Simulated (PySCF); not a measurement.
# H4N2Nd (Nd(NH2)2): the cost of one run

Program: PySCF 2.14.0. Level of theory: several levels, as the steps say, no spin–orbit coupling. These are calculated values, not measurements.

1 further run of the same task is left out (for a known fault of the program).

### 1 The system as given

7 atoms, charge 0, spin multiplicity 1.

Bond lengths: Nd1–N2 2.334 Å, Nd1–N5 2.334 Å, N2–H3 1.022 Å, N2–H4 1.023 Å, N5–H6 1.023 Å, N5–H7 1.022 Å. Angles: N2–Nd1–N5 112.4°, Nd1–N2–H3 131.6°, Nd1–N2–H4 124.2°, H3–N2–H4 104.2°, Nd1–N5–H6 124.2°, Nd1–N5–H7 131.6°, H6–N5–H7 104.2°.

Geometry (Å):

```
Nd    0.0000   -0.8948   -0.0975
N     1.9398   -0.0281    0.8683
H     2.9288   -0.1888    0.6650
H     1.9482    0.6483    1.6356
N    -1.9398   -0.0281    0.8683
H    -1.9482    0.6483    1.6356
H    -2.9288   -0.1888    0.6650
```

Formal oxidation states: Nd +2. Each metal's 4 4f electrons lie in its core potential, so multiplicities, spins and levels count the valence alone. An earlier session relaxed this geometry at PBE0, Nd lcecp-0-SVP with ECP50, N def2-SVP, H def2-SVP (singlet, point group Cs).

At PBE0 on the finer grid: E = -139.486000 Eh, frontier levels not given, since the 4f levels lie in the core, Mulliken charge on Nd1 +0.73 e, largest force component 0.006 eV/Å. 

Levels to run: PBE; BLYP; PBE0, TZVP. Hardware: 2 threads of Arm Neoverse V1, shared host.

### 2 PBE

Input file run.py (the lines that set the calculation):

```python
mol = gto.M(atom='''
Nd     0.00000    -0.89477    -0.09752
N      1.93983    -0.02813     0.86832
H      2.92884    -0.18875     0.66502
H      1.94816     0.64831     1.63562
N     -1.93983    -0.02813     0.86832
H     -1.94816     0.64831     1.63562
H     -2.92884    -0.18875     0.66502''',
    basis={'Nd': 'lcecp-0-SVP', 'N': 'def2-SVP', 'H': 'def2-SVP'},
    ecp={'Nd': 'lcecp-0-SVP'},
    charge=0, spin=0)
mf = dft.RKS(mol, xc='PBE')
mf.grids.atom_grid = (75, 302)  # f atoms: unpruned, at least (60, 302)
mf = mf.density_fit()  # fitting sets: Nd AutoAux, N def2-universal-JKFIT, H def2-universal-JKFIT
mf.conv_tol = 1e-08; mf.max_cycle = 55
mf.kernel(dm0)  # dm0: the density of the relaxed state
```

Command:

```
$ OMP_NUM_THREADS=2 python run.py
```

**Question.** How long does this run take on 2 threads of Arm Neoverse V1, shared host?

About 4.1 s.
